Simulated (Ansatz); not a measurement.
# CsMg26O27 (Periclase): the cost of one run

Computed with Ansatz 0.2.0 (DFT, PBE, plane-wave PAW, default files, scalar-relativistic, as far as a step names no other, unless a step's input says otherwise).

The COD entry's cell or inner coordinates are ideal or old and differ from later refinements, so a difference from it is no clean test against experiment.

### Step 1. The starting structure

Symmetry: Fm-3m, No. 225, cubic system. The conventional cell has a = 12.651 Å, b = 12.651 Å, c = 12.651 Å, α = 90.00°, β = 90.00°, γ = 90.00°. Cs (site symmetry m-3m) is surrounded by 6 O at 2.11 Å. Around Mg (site symmetry mm2) lie 6 O at 2.11 Å. Mg (site symmetry 3m) has 6 O at 2.11 Å as nearest neighbours. Mg (site symmetry 4mm) is surrounded by 6 O at 2.11 Å. Around O (site symmetry 3m) lie 6 Mg at 2.11 Å. O (site symmetry 4mm) is surrounded by 5 Mg at 2.11 Å and 1 Cs at 2.11 Å. O (site symmetry mm2) has 6 Mg at 2.11 Å as nearest neighbours. Around O (site symmetry m-3m) lie 6 Mg at 2.11 Å.

Structure file:

```
Cs Mg O
1.0
     0.00000    6.32550    6.32550
     6.32550    0.00000    6.32550
     6.32550    6.32550    0.00000
Cs Mg O
1 26 27
Direct
  0.00000 0.00000 0.00000
  0.00000 0.00000 0.33333
  0.00000 0.00000 0.66667
  0.00000 0.33333 0.00000
  0.00000 0.33333 0.33333
  0.00000 0.33333 0.66667
  0.00000 0.66667 0.00000
  0.00000 0.66667 0.33333
  0.00000 0.66667 0.66667
  0.33333 0.00000 0.00000
  0.33333 0.00000 0.33333
  0.33333 0.00000 0.66667
  0.33333 0.33333 0.00000
  0.33333 0.33333 0.33333
  0.33333 0.33333 0.66667
  0.33333 0.66667 0.00000
  0.33333 0.66667 0.33333
  0.33333 0.66667 0.66667
  0.66667 0.00000 0.00000
  0.66667 0.00000 0.33333
  0.66667 0.00000 0.66667
  0.66667 0.33333 0.00000
  0.66667 0.33333 0.33333
  0.66667 0.33333 0.66667
  0.66667 0.66667 0.00000
  0.66667 0.66667 0.33333
  0.66667 0.66667 0.66667
  0.16667 0.16667 0.16667
  0.16667 0.16667 0.50000
  0.16667 0.16667 0.83333
  0.16667 0.50000 0.16667
  0.16667 0.50000 0.50000
  0.16667 0.50000 0.83333
  0.16667 0.83333 0.16667
  0.16667 0.83333 0.50000
  0.16667 0.83333 0.83333
  0.50000 0.16667 0.16667
  0.50000 0.16667 0.50000
  0.50000 0.16667 0.83333
  0.50000 0.50000 0.16667
  0.50000 0.50000 0.50000
  0.50000 0.50000 0.83333
  0.50000 0.83333 0.16667
  0.50000 0.83333 0.50000
  0.50000 0.83333 0.83333
  0.83333 0.16667 0.16667
  0.83333 0.16667 0.50000
  0.83333 0.16667 0.83333
  0.83333 0.50000 0.16667
  0.83333 0.50000 0.50000
  0.83333 0.50000 0.83333
  0.83333 0.83333 0.16667
  0.83333 0.83333 0.50000
  0.83333 0.83333 0.83333
```

Atom 1 of the input is the impurity.

### Step 2. Gradients at the starting positions

input.yaml reads:

```yaml
crystal:
  lattice:
    - [0.0, 6.3255, 6.3255]
    - [6.3255, 0.0, 6.3255]
    - [6.3255, 6.3255, 0.0]
  atoms:
    - { symbol: Cs, position: [0.0, 0.0, 0.0] }
    - { symbol: Mg, position: [0.0, 0.0, 0.3333333333] }
    - { symbol: Mg, position: [0.0, 0.0, 0.6666666667] }
    - { symbol: Mg, position: [0.0, 0.3333333333, 0.0] }
    - { symbol: Mg, position: [0.0, 0.3333333333, 0.3333333333] }
    - { symbol: Mg, position: [0.0, 0.3333333333, 0.6666666667] }
    - { symbol: Mg, position: [0.0, 0.6666666667, 0.0] }
    - { symbol: Mg, position: [0.0, 0.6666666667, 0.3333333333] }
    - { symbol: Mg, position: [0.0, 0.6666666667, 0.6666666667] }
    - { symbol: Mg, position: [0.3333333333, 0.0, 0.0] }
    - { symbol: Mg, position: [0.3333333333, 0.0, 0.3333333333] }
    - { symbol: Mg, position: [0.3333333333, 0.0, 0.6666666667] }
    - { symbol: Mg, position: [0.3333333333, 0.3333333333, 0.0] }
    - { symbol: Mg, position: [0.3333333333, 0.3333333333, 0.3333333333] }
    - { symbol: Mg, position: [0.3333333333, 0.3333333333, 0.6666666667] }
    - { symbol: Mg, position: [0.3333333333, 0.6666666667, 0.0] }
    - { symbol: Mg, position: [0.3333333333, 0.6666666667, 0.3333333333] }
    - { symbol: Mg, position: [0.3333333333, 0.6666666667, 0.6666666667] }
    - { symbol: Mg, position: [0.6666666667, 0.0, 0.0] }
    - { symbol: Mg, position: [0.6666666667, 0.0, 0.3333333333] }
    - { symbol: Mg, position: [0.6666666667, 0.0, 0.6666666667] }
    - { symbol: Mg, position: [0.6666666667, 0.3333333333, 0.0] }
    - { symbol: Mg, position: [0.6666666667, 0.3333333333, 0.3333333333] }
    - { symbol: Mg, position: [0.6666666667, 0.3333333333, 0.6666666667] }
    - { symbol: Mg, position: [0.6666666667, 0.6666666667, 0.0] }
    - { symbol: Mg, position: [0.6666666667, 0.6666666667, 0.3333333333] }
    - { symbol: Mg, position: [0.6666666667, 0.6666666667, 0.6666666667] }
    - { symbol: O, position: [0.1666666667, 0.1666666667, 0.1666666667] }
    - { symbol: O, position: [0.1666666667, 0.1666666667, 0.5] }
    - { symbol: O, position: [0.1666666667, 0.1666666667, 0.8333333333] }
    - { symbol: O, position: [0.1666666667, 0.5, 0.1666666667] }
    - { symbol: O, position: [0.1666666667, 0.5, 0.5] }
    - { symbol: O, position: [0.1666666667, 0.5, 0.8333333333] }
    - { symbol: O, position: [0.1666666667, 0.8333333333, 0.1666666667] }
    - { symbol: O, position: [0.1666666667, 0.8333333333, 0.5] }
    - { symbol: O, position: [0.1666666667, 0.8333333333, 0.8333333333] }
    - { symbol: O, position: [0.5, 0.1666666667, 0.1666666667] }
    - { symbol: O, position: [0.5, 0.1666666667, 0.5] }
    - { symbol: O, position: [0.5, 0.1666666667, 0.8333333333] }
    - { symbol: O, position: [0.5, 0.5, 0.1666666667] }
    - { symbol: O, position: [0.5, 0.5, 0.5] }
    - { symbol: O, position: [0.5, 0.5, 0.8333333333] }
    - { symbol: O, position: [0.5, 0.8333333333, 0.1666666667] }
    - { symbol: O, position: [0.5, 0.8333333333, 0.5] }
    - { symbol: O, position: [0.5, 0.8333333333, 0.8333333333] }
    - { symbol: O, position: [0.8333333333, 0.1666666667, 0.1666666667] }
    - { symbol: O, position: [0.8333333333, 0.1666666667, 0.5] }
    - { symbol: O, position: [0.8333333333, 0.1666666667, 0.8333333333] }
    - { symbol: O, position: [0.8333333333, 0.5, 0.1666666667] }
    - { symbol: O, position: [0.8333333333, 0.5, 0.5] }
    - { symbol: O, position: [0.8333333333, 0.5, 0.8333333333] }
    - { symbol: O, position: [0.8333333333, 0.8333333333, 0.1666666667] }
    - { symbol: O, position: [0.8333333333, 0.8333333333, 0.5] }
    - { symbol: O, position: [0.8333333333, 0.8333333333, 0.8333333333] }
total_charge: -1
kpoints:
  mp_grid: { grid: [3, 3, 3] }
scf:
  occupations: { method: fermi_dirac, width: 0.01 }
hamiltonian:
  xc: pbe
  pseudopotentials: { kind: paw }
output:
  forces: true
  stress: true
  populations: true
  efg:
    quadrupole_moments_barn: { Cs: -0.00343, Mg: 0.1994, O: -0.02558 }
    contact_densities: true
```

Run with:

```bash
$ ansatz run input.yaml --threads 1 --pin off --max-ram 3072MiB --backend cpu --events-out ev --progress --plain --runs-dir out
```

**Question.** How long does this run take on 1 thread of Arm Neoverse V2, shared host, and how much memory does it need?

About 69 s, with a peak of 1.3 GiB.
